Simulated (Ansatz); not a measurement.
# CH6S2Si: the cost of one run

Program: Ansatz 0.2.0. Level of theory: RHF/6-31G*. These are calculated values, not measurements.

## Step 1: The system as given

Bond lengths: Si1–S2 2.089 Å, S2–C3 1.796 Å, C3–S4 1.878 Å, Si1–H5 1.491 Å, Si1–H6 1.553 Å, Si1–H7 1.486 Å, C3–H8 1.121 Å, C3–H9 1.039 Å, S4–H10 1.308 Å. Angles: Si1–S2–C3 101.5°, S2–Si1–H5 110.8°, S2–Si1–H6 109.3°, S2–Si1–H7 111.5°, H5–Si1–H6 107.6°, H5–Si1–H7 110.1°, H6–Si1–H7 107.4°, S2–C3–S4 110.8°, S2–C3–H8 107.0°, S2–C3–H9 112.8°, S4–C3–H8 102.8°, S4–C3–H9 114.1°, H8–C3–H9 108.6°, C3–S4–H10 94.8°.

Coordinates:

```xyz
10

Si   -1.2935    1.0893   -0.3715
S     0.1214    0.5642    1.0731
C     0.6045   -1.0755    0.5229
S     2.0129   -0.9756   -0.7159
H    -2.3552    0.0474   -0.4757
H    -1.9805    2.4195    0.0413
H    -0.6605    1.3093   -1.6979
H     1.0807   -1.5883    1.3982
H    -0.2021   -1.6463    0.2021
H     2.7554   -0.1952    0.0263
```

## Step 2: End point A

The input, input.yaml:

```yaml
crystal:
  periodic: [false, false, false]
  atoms:
    - { symbol: Si, position_ang: [-1.2935, 1.0893, -0.3715] }
    - { symbol: S, position_ang: [0.1214, 0.5642, 1.0731] }
    - { symbol: C, position_ang: [0.6045, -1.0755, 0.5229] }
    - { symbol: S, position_ang: [2.0129, -0.9756, -0.7159] }
    - { symbol: H, position_ang: [-2.3552, 0.0474, -0.4757] }
    - { symbol: H, position_ang: [-1.9805, 2.4195, 0.0413] }
    - { symbol: H, position_ang: [-0.6605, 1.3093, -1.6979] }
    - { symbol: H, position_ang: [1.0807, -1.5883, 1.3982] }
    - { symbol: H, position_ang: [-0.2021, -1.6463, 0.2021] }
    - { symbol: H, position_ang: [2.7554, -0.1952, 0.0263] }
basis:
  gaussian: { orbitals: "6-31G*" }
hamiltonian:
  xc: hf
relax:
  f_tol: 0.015
  max_steps: 40
output:
  orbitals: {}
```

Command:

```bash
$ ansatz run input.yaml --threads 1 --pin off --max-ram 2048MiB --backend cpu --events-out ev --progress --plain --runs-dir out
```

What time and memory should one allow on 1 thread of an Arm CPU, shared host?

About 29 s, with a peak of 0.16 GiB.
